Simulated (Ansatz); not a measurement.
**SrNi2As2: properties at the relaxed cell**

One table from this session's results is given with a row withheld; the runs are named, their logs left out.

Computed with Ansatz 0.2.0 (DFT PBEsol, scalar-relativistic, plane waves, PAW, unless a step's input says otherwise).

1 further run of the same task is left out (set aside as unsound or not needed).

### Starting point

Symmetry: I4/mmm, No. 139, tetragonal system. Conventional cell: a = 4.112 Å, b = 4.112 Å, c = 10.130 Å, α = 90.00°, β = 90.00°, γ = 90.00°. Sr (site symmetry 4/mmm) has 10 As at 3.23 to 3.67 Å and 8 Ni at 3.26 Å in its first shell of neighbours. Around Ni (site symmetry -4m2) lie 4 As at 2.35 Å. As (site symmetry 4mm) has 4 Ni at 2.35 Å and 1 As at 2.80 Å and 4 Sr at 3.23 Å in its first shell of neighbours.

Structure file:

```cif
data_structure
_symmetry_space_group_name_H-M 'I4/mmm'
_symmetry_Int_Tables_number 139
_cell_length_a 4.1117
_cell_length_b 4.1117
_cell_length_c 10.1302
_cell_angle_alpha 90.000
_cell_angle_beta 90.000
_cell_angle_gamma 90.000
_cell_volume 171.26
loop_
_atom_site_label
_atom_site_type_symbol
_atom_site_symmetry_multiplicity
_atom_site_Wyckoff_symbol
_atom_site_fract_x
_atom_site_fract_y
_atom_site_fract_z
_atom_site_occupancy
Sr1 Sr 2 a 0.00000 0.00000 0.00000 1
Ni1 Ni 4 d 0.00000 0.50000 0.25000 1
As1 As 4 e 0.50000 0.50000 0.13798 1
```

It goes back to an entry of the Materials Project.

This cell was relaxed beforehand with the same method: volume 17.13 Å³/atom, gap on the mesh none (metal).

Set-up of the first run:

File input.yaml:

```yaml
crystal:
  lattice:
    - [-2.0558452607, 2.0558452607, 5.0650787664]
    - [2.0558452607, -2.0558452607, 5.0650787664]
    - [2.0558452607, 2.0558452607, -5.0650787664]
  atoms:
    - { symbol: Sr, position: [0.0, 0.0, 0.0] }
    - { symbol: Ni, position: [0.75, 0.25, 0.5] }
    - { symbol: Ni, position: [0.25, 0.75, 0.5] }
    - { symbol: As, position: [0.6379843254, 0.6379843254, 0.0] }
    - { symbol: As, position: [0.3620156746, 0.3620156746, 0.0] }
basis:
  ecutwfc: 420
kpoints:
  mp_grid: { grid: [12, 12, 12] }
  band_path:
    path:
      - [[0.0, 0.0, 0.0], [0.0, 0.0, 0.5], [0.25, 0.25, 0.25], [0.0, 0.5, 0.0], [0.0, 0.0, 0.0], [0.5, 0.5, -0.5], [0.29118589, 0.70881411, -0.29118589]]
      - [[-0.29118589, 0.29118589, 0.29118589], [0.0, 0.0, 0.0]]
      - [[0.0, 0.0, 0.5], [-0.08237178, 0.08237178, 0.5]]
      - [[0.5, 0.5, -0.08237178], [0.5, 0.5, -0.5]]
    npoints: 14
hamiltonian:
  xc: pbesol
scf:
  occupations: { method: gaussian, width: 0.1 }
  n_extra_bands: 12
output:
  forces: true
  stress: true
  eigenvalues: true
  populations: true
  dos: { projected: true, de: 0.02, nscf_kmesh: { grid: [18, 18, 18] } }
  bader: true
  write_density: true
  write_potential: true
  elf: true
  volumetric_format: npy
```

The run is started by

```
$ ansatz run input.yaml --threads 2 --pin off --max-ram 5120MiB --backend cpu --events-out ev --progress --plain --runs-dir out
```

Steps of the session up to this table: Bands, states and charges; Point at V/V0 = 0.97; Point at V/V0 = 1.03; Point at V/V0 = 0.94; Volume × 1.06.

One of the session's tables, all rows but one given; the rest of the session is left out.

It belongs to the step «Fit of the equation of state». 

```
volume (Å³/atom)  energy above the lowest point (meV/atom)  pressure (GPa)
          16.098                                      17.6            5.99
          16.612                                         ?               ?
          17.126                                       0.0            0.01
          17.640                                       3.5           -1.87
          18.154                                      10.5           -2.83
```

Estimate the missing values for volume (Å³/atom) = 16.612.

Worked estimate for «energy above the lowest point (meV/atom)». A straight line through the neighbours (16.098, 17.6) and (17.126, 0.0) gives 17.6 + (0.0 − 17.6) × (16.612 − 16.098) / (17.126 − 16.098) = 8.8; a parabola fitted to 3 rows on both sides gives 4.7.

The run gave: energy above the lowest point (meV/atom): 4.0; pressure (GPa): 2.65. In «energy above the lowest point (meV/atom)» the line misses by +4.8 and the parabola by +0.7.

Limits of these values: The projections leave out shells that the potentials don't hold, such as empty d states. The final runs have no spin polarisation, so a magnetic state may lie lower.
